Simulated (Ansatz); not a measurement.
# InAs (zinc blende): the cost of one run

Method: DFT LDA, scalar-relativistic, plane waves, PAW, in Ansatz 0.2.0.

1 further run of the same task is left out (it didn't finish).

**1. Starting point**

It takes space group F-43m (No. 216, cubic). The conventional cell has a = 6.098 Å, b = 6.098 Å, c = 6.098 Å, α = 90.00°, β = 90.00°, γ = 90.00°. Around In (site symmetry -43m) lie 4 As at 2.64 Å. Around As (site symmetry -43m) lie 4 In at 2.64 Å.

As a file:

```cif
data_structure
_symmetry_space_group_name_H-M 'F-43m'
_symmetry_Int_Tables_number 216
_cell_length_a 6.0981
_cell_length_b 6.0981
_cell_length_c 6.0981
_cell_angle_alpha 90.000
_cell_angle_beta 90.000
_cell_angle_gamma 90.000
_cell_volume 226.77
loop_
_atom_site_label
_atom_site_type_symbol
_atom_site_symmetry_multiplicity
_atom_site_Wyckoff_symbol
_atom_site_fract_x
_atom_site_fract_y
_atom_site_fract_z
_atom_site_occupancy
In1 In 4 a 0.00000 0.00000 0.00000 1
As1 As 4 d 0.25000 0.25000 0.75000 1
```

**2. Phonons: InAs (zinc blende), no spin, volume × 1.02**

File input.yaml:

```yaml
crystal:
  lattice:
    - [0.0, 3.0490601873, 3.0490601873]
    - [3.0490601873, 0.0, 3.0490601873]
    - [3.0490601873, 3.0490601873, 0.0]
  atoms:
    - { symbol: In, position: [0.0, 0.0, 0.0] }
    - { symbol: As, position: [0.25, 0.25, 0.25] }
scf:
  occupations: { method: gaussian, width: 0.02 }
output: {}
hamiltonian:
  xc: lda
basis:
  ecutwfc: 500
kpoints:
  mp_grid: { grid: [12, 12, 12] }
phonons:
  method: dfpt
  dielectric: false
  eigenvectors: false
```

On the command line:

```sh
$ ansatz run input.yaml --threads 2 --pin off --max-ram 6144MiB --backend cpu --events-out ev --progress --plain --runs-dir out
```

Q: Estimate wall time and peak memory on 2 threads of Arm Neoverse V1, shared host.

About 37 s, with a peak of 0.87 GiB.
